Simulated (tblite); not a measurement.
# C2H5F3SSi: the cost of one run

Computed with tblite 0.8.0 and PySCF 2.14.0, with density-fitted response routines of our own, on a single molecule in the gas phase. Atoms are numbered from 0 throughout.

## (1) The starting structure

12 atoms, charge 0, multiplicity 1; geometry from: force field or distance geometry start.

Bonds of the start (Å): C0–Si1 1.85, Si1–S2 2.19, Si1–C3 1.82, C3–F4 1.35, C3–F5 1.36, C3–F6 1.36, C0–H7 1.09, C0–H8 1.10, C0–H9 1.09, Si1–H10 1.49, S2–H11 1.34.

## (2) Optimising the geometry with GFN2-xTB

The job: settings as JSON, then the geometry in Å.

```
{"job": {"kind": "relax", "xc": "GFN2-xTB", "basis": "xTB"}, "charge": 0, "multiplicity": 1}
C     -0.255100     1.716700     0.030300
Si     0.375600     0.012700    -0.297800
S      2.224300    -0.214500     0.855500
C     -0.842500    -1.277700     0.117100
F     -1.955400    -1.189000    -0.637800
F     -0.345200    -2.533200    -0.062000
F     -1.248100    -1.204500     1.413500
H     -1.153200     1.919900    -0.562000
H     -0.524500     1.849500     1.085600
H      0.477000     2.477500    -0.222700
H      0.800900    -0.067300    -1.718600
H      2.447300    -1.490700     0.517200
```

Command:

```bash
OMP_NUM_THREADS=1 python probes_run.py task.json out
```

This one command runs all jobs of the session in turn.

Q: Estimate the wall time and peak memory of this first job on 1 thread of Intel Xeon at 2.50GHz, shared host.

About 1.1 s, with a peak of 0.18 GiB.
